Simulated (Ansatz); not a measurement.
Relaxation of a periodic cell of 31 atoms, Al30Cu (host Al, host structure fcc, dopant Cu, one Al atom removed), to a largest force component of 0.03 eV/Å in at most 60 steps.

Level of theory: DFT PBE, scalar-relativistic, plane waves, PAW in Ansatz. Settings: PAW set soft_1, cutoff 420 eV, k mesh 3x3x3, gaussian smearing 0.1 eV, no spin polarisation.

```xyz
31
Lattice="8.1000 0.0000 0.0000 0.0000 8.1000 0.0000 0.0000 0.0000 8.1000" Properties=species:S:1:pos:R:3:forces:R:3
Al 4.057 0.014 -0.039 -0.26 0.06 0.10
Al 6.104 2.025 -0.014 -0.17 0.30 -0.05
Al 6.013 0.040 1.920 0.23 -0.16 0.52
Al -0.057 -0.019 0.003 0.39 0.20 -0.16
Cu 4.053 4.036 0.060 0.05 0.07 -0.02
Al 6.095 6.057 -0.066 -0.30 -0.09 0.11
Al 1.996 -0.015 2.020 0.06 0.21 -0.24
Al 4.049 2.052 2.024 -0.22 0.18 -0.28
Al 6.064 4.109 2.027 -0.18 -0.04 -0.07
Al 3.985 0.012 4.047 0.38 -0.07 -0.09
Al 6.073 2.032 4.040 -0.03 -0.13 0.00
Al 6.040 -0.010 6.074 0.20 -0.03 -0.29
Al -0.008 4.047 -0.070 0.23 -0.12 0.20
Al 2.060 6.090 -0.034 0.01 -0.13 0.10
Al 0.017 2.042 2.046 0.05 -0.01 -0.30
Al 2.042 4.080 1.989 0.11 -0.17 -0.16
Al 4.063 6.138 2.033 0.01 -0.35 -0.06
Al 0.057 0.036 4.027 -0.49 -0.28 -0.03
Al 2.003 1.982 4.067 0.20 0.37 -0.11
Al 4.055 4.063 4.127 0.06 -0.01 -0.34
Al 6.067 6.116 4.026 0.05 0.02 -0.02
Al 2.036 0.002 6.058 -0.16 0.09 0.29
Al 4.058 1.980 6.098 -0.18 0.42 0.22
Al 6.090 4.061 6.051 -0.23 0.01 0.02
Al -0.013 6.108 1.980 -0.05 -0.11 0.20
Al -0.022 4.021 4.031 0.03 0.26 0.03
Al 2.007 6.074 4.086 -0.06 -0.04 -0.33
Al 0.045 1.978 6.039 -0.08 0.11 0.27
Al 2.038 4.095 6.084 0.07 -0.43 0.28
Al 4.012 6.090 6.016 0.36 -0.17 0.25
Al -0.006 6.092 6.023 -0.08 0.03 -0.03
```

**Question.** Where does it end, and by what steps?

**Answer.** It converged. Limits of this set-up: coarse k mesh, a small cell, in which the defect meets its images, a typed lattice constant that wasn't relaxed here. After 2 steps the energy has fallen by 0.344 eV; Al8 moved furthest, 0.12 Å.

```csv
step,energy less start (eV),largest force component (eV/Å),accepted
0,0.0000,0.520,yes
1,-0.3297,0.081,yes
2,-0.3435,0.024,yes
```

```xyz
31
Lattice="8.1000 0.0000 0.0000 0.0000 8.1000 0.0000 0.0000 0.0000 8.1000" Properties=species:S:1:pos:R:3
Al 4.024 0.014 -0.013
Al 6.051 2.059 -0.015
Al 6.067 0.000 2.017
Al 0.021 0.031 -0.014
Cu 4.096 4.104 -0.007
Al 6.064 6.076 -0.015
Al 2.022 0.028 1.996
Al 4.007 2.067 1.911
Al 6.049 4.068 2.011
Al 4.057 0.007 4.037
Al 6.055 2.037 4.036
Al 6.069 -0.002 6.053
Al 0.002 4.037 -0.015
Al 2.046 6.065 -0.017
Al 0.014 2.032 1.994
Al 2.056 4.019 1.911
Al 4.055 6.058 2.011
Al -0.014 -0.002 4.033
Al 2.024 2.035 4.036
Al 4.045 4.058 4.039
Al 6.067 6.079 4.037
Al 2.021 0.025 6.075
Al 4.007 2.063 6.164
Al 6.045 4.067 6.065
Al -0.011 6.080 2.018
Al -0.003 4.068 4.036
Al 2.022 6.068 4.036
Al 0.016 2.031 6.075
Al 2.055 4.020 6.164
Al 4.056 6.056 6.064
Al -0.013 6.079 6.049
```

Whether the end is a true minimum wasn't checked by a vibrational analysis.

The run took 37 s on 4 threads of Arm Neoverse V2, on a shared host, peak memory 1.4 GiB.
